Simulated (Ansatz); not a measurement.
# CaZr2N3: the cost of one run

Program: Ansatz 0.2.0. Level of theory: DFT PBE, scalar-relativistic, plane waves, PAW. These are calculated values, not measurements.

### 1 The system as given

Symmetry: Cmmm, No. 65, orthorhombic system. Conventional cell: a = 5.211 Å, b = 7.318 Å, c = 4.488 Å, α = 90.00°, β = 90.00°, γ = 90.00°. Ca (site symmetry mmm) is surrounded by 2 N at 2.24 Å. Zr (site symmetry mmm) has 2 Zr at 2.24 Å and 4 N at 2.25 Å as nearest neighbours. Around Zr (site symmetry mmm) lie 2 Zr at 2.24 Å. Around N (site symmetry 2/m) lie 2 Zr at 2.25 Å and 2 N at 2.25 Å. N (site symmetry mmm) has 2 Ca at 2.24 Å and 4 N at 2.25 Å as nearest neighbours.

Structure file:

```cif
data_structure
_symmetry_space_group_name_H-M 'Cmmm'
_symmetry_Int_Tables_number 65
_cell_length_a 5.2106
_cell_length_b 7.3180
_cell_length_c 4.4878
_cell_angle_alpha 90.000
_cell_angle_beta 90.000
_cell_angle_gamma 90.000
_cell_volume 171.12
loop_
_atom_site_label
_atom_site_type_symbol
_atom_site_symmetry_multiplicity
_atom_site_Wyckoff_symbol
_atom_site_fract_x
_atom_site_fract_y
_atom_site_fract_z
_atom_site_occupancy
Ca1 Ca 2 b 0.50000 0.00000 0.00000 1
Zr1 Zr 2 d 0.00000 0.00000 0.50000 1
Zr2 Zr 2 a 0.00000 0.00000 0.00000 1
N1 N 4 f 0.25000 0.25000 0.50000 1
N2 N 2 c 0.50000 0.00000 0.50000 1
```

A structure generator made this guess: random cell by space group and Wyckoff sites (Cmmm, No. 65). Its size is a rough estimate.

### 2 A first look at the guess

Input file input.yaml:

```yaml
crystal:
  lattice:
    - [2.6053035, -3.65898261, 0.0]
    - [2.6053035, 3.65898261, 0.0]
    - [0.0, 0.0, 4.48780142]
  atoms:
    - { symbol: Ca, position: [0.5, 0.5, 0.0] }
    - { symbol: Zr, position: [0.0, 0.0, 0.5] }
    - { symbol: Zr, position: [0.0, 0.0, 0.0] }
    - { symbol: "N", position: [0.0, 0.5, 0.5] }
    - { symbol: "N", position: [0.5, 0.0, 0.5] }
    - { symbol: "N", position: [0.5, 0.5, 0.5] }
basis:
  ecutwfc: 420
kpoints:
  mp_grid: { grid: [4, 4, 4] }
hamiltonian:
  xc: pbe
scf:
  occupations: { method: gaussian, width: 0.1 }
  lower_state_search: "off"
output:
  forces: true
  stress: true
  eigenvalues: true
```

Started as:

```sh
> ansatz run input.yaml --threads 1 --pin off --max-ram 2560MiB --backend cpu --events-out ev --progress --plain --runs-dir out
```

**Question.** How long does this run take on 1 thread of AMD EPYC 7R43 (Zen 3), shared host, and how much memory does it need?

About 2.7 s, with a peak of 0.42 GiB.
